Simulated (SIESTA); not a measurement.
NiMoIrPdW:

```xyz
5
Lattice="4.1170 0.0000 0.0000 -2.0585 3.5655 0.0000 0.0000 0.0000 5.4458" Properties=species:S:1:pos:R:3 pbc="T T T"
Ni    0.0000    0.0000    5.2157
Mo    2.0585    1.1885    5.2367
Pd    2.0585    1.1885    2.5211
Ir    0.0000    2.3770    3.9521
W     0.0000    2.3770    1.2875
```

The cell was built by a generator and needn't be a form met in nature.

Base run:

```yaml
Program: SIESTA 5.4.2
Functional: PBE
Potentials_or_basis: PseudoDojo 0.4 standard (PBE files)
Basis: DZP (energy shift 0.003 Ry; two zetas on semicore shells)
Grid_cutoff: 800 Ry
Energy_shift: 0.003 Ry
k_mesh: 8 × 8 × 5
Occupations: fermi-dirac, width 0.05 eV
Spin: collinear spin, ferromagnetic start
Starting_moments: "[1.0, 1.0, 0.0, 0.6, 0.0] μB"
```

Its results: band gap on the k mesh none (metal or under the smearing width); pressure 2.7 GPa; net moment 0.00 μB per cell; largest force 0.133 eV/Å.

**Question.** The run is repeated on the same cell with these changes: hubbard terms from none to Ir d U = 2 eV, Mo d U = 2 eV, Ni d U = 2 eV, Pd d U = 2 eV, W d U = 2 eV. What comes out?

**Answer.** Band gap on the k mesh none (metal or under the smearing width); pressure 0.6 GPa; net moment 0.00 μB per cell; largest force 0.203 eV/Å.

Caveats: short orbitals over semicore shells can move pressures by several GPa; the valence orbitals were made in a potential fitted to the semicore shell under them, which widens gaps by tenths of an eV or more; the basis of atomic orbitals isn't converged, which shifts pressures, moduli and gaps; the U is typed as a test and isn't derived for this compound (some runs).
